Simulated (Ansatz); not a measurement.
# Ta: the cost of one run

Method: DFT r2SCAN, scalar-relativistic, plane waves, PAW, in Ansatz 0.2.0.

2 further runs of the same task are left out: 2 set aside as unsound or not needed.

### Step 1. The starting structure

It takes space group Fm-3m (No. 225, cubic). Conventional cell: a = 4.376 Å, b = 4.376 Å, c = 4.376 Å, α = 90.00°, β = 90.00°, γ = 90.00°. Li (site symmetry m-3m) has 12 Li at 3.09 Å as nearest neighbours.

As a file:

```cif
data_structure
_symmetry_space_group_name_H-M 'P 1'
_symmetry_Int_Tables_number 1
_cell_length_a 3.0946
_cell_length_b 3.0946
_cell_length_c 3.0946
_cell_angle_alpha 60.000
_cell_angle_beta 60.000
_cell_angle_gamma 60.000
_cell_volume 20.96
loop_
_atom_site_label
_atom_site_type_symbol
_atom_site_fract_x
_atom_site_fract_y
_atom_site_fract_z
_atom_site_occupancy
Li1 Li 0.00000 0.00000 0.00000 1
```

It is the result of an earlier relaxation at this level (volume 20.96 Å³/atom; gap on the mesh: none (metal)).

### Step 2. The film's bulk: Ta

Relaxed beforehand at this level: -9944.0751 eV/atom, gap on the mesh none (metal).

```
Ta
1.0
     0.00000   -2.10393   -2.10393
     2.10393    0.00000   -2.10393
     2.10393   -2.10393    0.00000
Ta
1
Direct
  0.00000 0.00000 0.00000
```

Bulk energy of Li, the base, on matching settings, from an earlier run: -205.1351 eV/atom.

### Step 3. The film's bulk on the base's lattice

The (111) plane of Ta is fitted to the (111) plane of Li, a strain of +4.0 % along x and +4.0 % along y; the third vector and the atoms relax.

The input, input.yaml:

```yaml
crystal:
  lattice:
    - [3.0945867811, 0.0, 0.0]
    - [-1.5472933906, 2.6799907667, 0.0]
    - [1.5472933906, 0.8933302556, 2.3175672233]
  atoms:
    - { symbol: Ta, position: [0.0, 0.0, 0.0] }
basis:
  ecutwfc: 500
kpoints:
  mp_grid: { grid: [12, 12, 15] }
hamiltonian:
  xc: r2scan
scf:
  occupations: { method: gaussian, width: 0.1 }
output:
  forces: true
  stress: true
  eigenvalues: true
relax:
  adjacent_minimum: "off"
  f_tol: 0.01
  max_steps: 50
  cell: { fix: [a, b, gamma], stress_tol: 0.1 }
```

**Question.** How long does this run take on 1 thread of an Arm CPU, shared host, and how much memory does it need?

About 4 min, with a peak of 0.49 GiB.
